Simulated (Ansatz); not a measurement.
Run this with Ansatz 0.2.0 through its Python package and show what comes out.

`run_soc.py`
```python
"""What spin-orbit coupling does to the bands of PtS2."""

import warnings

import ansatz as az
from pymatgen.core import Lattice, Structure
from pymatgen.io.ase import AseAtomsAdaptor

XC = "pbesol"
CUTOFF_EV = 420
K_DENSITY = 4.3
OCCUPATIONS = "fermi_dirac"
SMEARING_WIDTH = 0.2
TOLERANCE = 1e-08


def main() -> None:
    warnings.simplefilter("ignore", az.DeckWarning)

    pmg_structure = Structure(
        Lattice([[3.5432, 0.0, 0.0], [-1.7716, 3.068501, 0.0], [0.0, 0.0, 5.0388]]),
        ["Pt", "S", "S"],
        [
            [0.0, 0.0, 0.0],
            [1 / 3, 2 / 3, 0.227],
            [2 / 3, 1 / 3, 0.773],
        ],
    )
    system = az.Crystal.from_ase(AseAtomsAdaptor.get_atoms(pmg_structure))

    calc = system.calculation()
    calc = calc.functional(XC)
    calc = calc.basis(CUTOFF_EV, xc_grid=3)
    calc = calc.kpoints(density=K_DENSITY)
    calc = calc.occupations(OCCUPATIONS, width=SMEARING_WIDTH).scf(tolerance=TOLERANCE)
    calc = calc.band_table()
    for label, variant in (("scalar-relativistic", calc), ("spin-orbit", calc.spin(soc=True))):
        report = variant.run(threads=1, pin="off").report
        zero = report["band_edges_ev"][0] if report.get("band_edges_ev") else report["fermi_energy_ev"]
        near = [round(e - zero, 3) for e in report["eigenvalues_ev"][0] if abs(e - zero) < 4]
        print(label)
        print("  band edges (eV):", [round(e, 3) for e in report.get("band_edges_ev") or []] or "none reported")
        print("  levels at k =", report["kpoints_frac"][0], "within 4 eV of the zero:", near)


if __name__ == "__main__":
    main()
```

`python run_soc.py` gives:
```text
scalar-relativistic
  band edges (eV): none reported
  levels at k = [0.0, 0.0, 0.0] within 4 eV of the zero: [-2.206, -1.546, -1.546, -0.536, 2.046, 2.046]
spin-orbit
  band edges (eV): none reported
  levels at k = [0.0, 0.0, 0.0] within 4 eV of the zero: [-2.16, -2.16, -1.747, -1.747, -1.45, -1.45, -0.558, -0.558, 1.878, 1.878, 2.193, 2.193]
```

What to keep in mind:
- These settings explore the input space; cutoff and mesh may be short of convergence.
- The structure is a deposited one; some such entries were measured under pressure or heat, so a shift against it needn't be the functional's error alone.
- Gaps and levels are Kohn-Sham values on a finite set of k-points.
- With spin-orbit coupling each level holds one electron and, with inversion or at time-reversal points, comes in pairs; a window in energy can cut a split set.
- It ran for 17 s on 1 thread of Arm Neoverse V2 (shared host), peak memory 0.68 GiB.

(Lines on the test bed's own set-up are left out of the output.)
